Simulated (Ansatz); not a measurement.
**CH2Se: a ladder of functionals and wavefunction methods**

One table from this session's results is given with a row withheld; the runs are named, their logs left out.

Computed with Ansatz 0.2.0, Gaussian basis. Level: functionals in def2-TZVPP, the program's frozen cores in correlated methods.

Plan: LDA (SPW92), PBE-D4, revPBE-D4, BLYP-D4, r2SCAN-D4, B97M-V, PBE0-D4, B3LYP-D4, r2SCANh-D4, r2SCAN0-D4, HSE06-D4, BHLYP-D4, CAM-B3LYP-D4, LC-ωPBE, ωB97X-V, ωB97M-V, B2PLYP, PBE-QIDH; CCSD(T)/def2-SVP; CCSD(T)/def2-TZVPP; CCSD(T)/def2-QZVPP; extrapolation to the limit; RPA on PBE.

**The relaxed structure**

The geometry comes from an earlier relaxation with PBE0-D4 in a triple-zeta def2 set; it is a stationary point.

4 atoms, charge 0, spin multiplicity 1.

Atoms are counted from 1 here; the program's logs count them from 0.

Bond lengths: C1–Se2 1.741 Å, C1–H3 1.087 Å, C1–H4 1.087 Å. Angles: Se2–C1–H3 121.8°, Se2–C1–H4 121.8°, H3–C1–H4 116.4°.

Set-up of the first run:

Input file in.yaml:

```yaml
crystal:
  periodic: [false, false, false]
  atoms:
    - {symbol: C, position_ang: [-0.115632, -0.042483, -0.073025]}
    - {symbol: Se, position_ang: [1.399181, 0.278124, 0.722295]}
    - {symbol: H, position_ang: [-0.564581, -1.032773, -0.072147]}
    - {symbol: H, position_ang: [-0.663369, 0.736832, -0.597321]}
basis:
  gaussian: {orbitals: def2-TZVPP}
hamiltonian: {xc: lda}
output: {orbitals: {seedname: orbitals}}
```

Started as:

```
$ ansatz run in.yaml --threads 2 --pin off --events-out ev --progress --plain --max-ram 4352MiB
```

Among the steps run: LDA; PBE-D4 (GGA); revPBE-D4 (GGA); BLYP-D4 (GGA); r2SCAN-D4 (meta-GGA); B97M-V (meta-GGA); B3LYP-D4 (hybrid); r2SCANh-D4 (hybrid); r2SCAN0-D4 (hybrid); HSE06-D4 (hybrid); BHLYP-D4 (hybrid); CAM-B3LYP-D4 (range-separated); LC-ωPBE (range-separated); ωB97X-V (range-separated); ωB97M-V (range-separated); B2PLYP (double hybrid); PBE-QIDH (double hybrid).

One of the session's tables, all rows but one given; the rest of the session is left out.

It belongs to the step «Frontier levels by functional». 

```
  functional  HOMO (eV)  LUMO (eV)  gap (eV)
 LDA (SPW92)      -5.39      -3.90      1.49
      PBE-D4      -5.27      -3.69      1.58
   revPBE-D4      -5.23      -3.61      1.61
     BLYP-D4      -5.11      -3.54      1.57
   r2SCAN-D4          ?          ?         ?
      B97M-V      -5.59      -3.46      2.13
     PBE0-D4      -6.43      -2.78      3.65
    B3LYP-D4      -6.20      -2.98      3.22
  r2SCANh-D4      -5.92      -3.26      2.66
  r2SCAN0-D4      -6.57      -2.75      3.83
    HSE06-D4      -6.03      -3.17      2.87
    BHLYP-D4      -7.44      -1.74      5.69
CAM-B3LYP-D4      -7.73      -1.64      6.09
     LC-ωPBE      -9.11      -0.54      8.57
     ωB97X-V      -8.75      -0.57      8.17
     ωB97M-V      -8.60      -0.63      7.98
```

Q: Estimate the row for r2SCAN-D4 from the others.

Worked estimate for «HOMO (eV)». Against the share of exact exchange, r2SCANh-D4 (0.1, -5.92), r2SCAN0-D4 (0.25, -6.57) give a slope of -4.33 per unit share; at 0 the line stands at -5.49.

The run gave: HOMO (eV): -5.49; LUMO (eV): -3.61; gap (eV): 1.88. In «HOMO (eV)» the line misses by 0.00.
